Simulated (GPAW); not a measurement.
Runs of GPAW 26.7.0 on Al3Pt2. It takes space group P-3m1 (No. 164, trigonal). Conventional cell: a = 4.207 Å, b = 4.207 Å, c = 5.189 Å, α = 90.00°, β = 90.00°, γ = 120.00°. Pt (site symmetry 3m) is surrounded by 8 Al at 2.49 to 2.69 Å. Around Al (site symmetry 3m) lie 5 Pt at 2.49 to 2.69 Å and 3 Al at 2.87 Å. Al (site symmetry -3m) is surrounded by 6 Pt at 2.58 Å. The cell comes from a database or a generator and needn't be the stable form of this composition.

```csv
level,gap on the mesh (eV),pressure (GPa),relaxed volume (Å³/atom),largest force (eV/Å)
PBEsol+D3(BJ)+ATM,none,0.1,15.58,0.01
PBEsol+D3,none,0.1,15.54,0.01
PBEsol,none,-0.1,(a),0.02
PBEsol+D3(BJ),none,0.1,15.49,0.02
PBEsol+D4,none,0.0,(b),0.01
```

Alike in all rows: task relaxation of cell and atoms; potentials or basis PAW data sets generated in the run's folder for this functional, pw; no spin polarisation; cell relaxed; k mesh 5 × 5 × 4; cutoff (eV) 600; smearing fermi-dirac 0.05 eV.

Task: Estimate the missing entries.

Result: (a) 15.95; (b) 15.69.

Caveats: later steps reuse the first step's grids; pairwise dispersion overbinds metals, which lowers pressure and volume (some runs).

A k mesh can miss the band edges, and the runs leave out spin-orbit coupling on Pt.

A gap of «none» marks a metal or a gap under the smearing width.
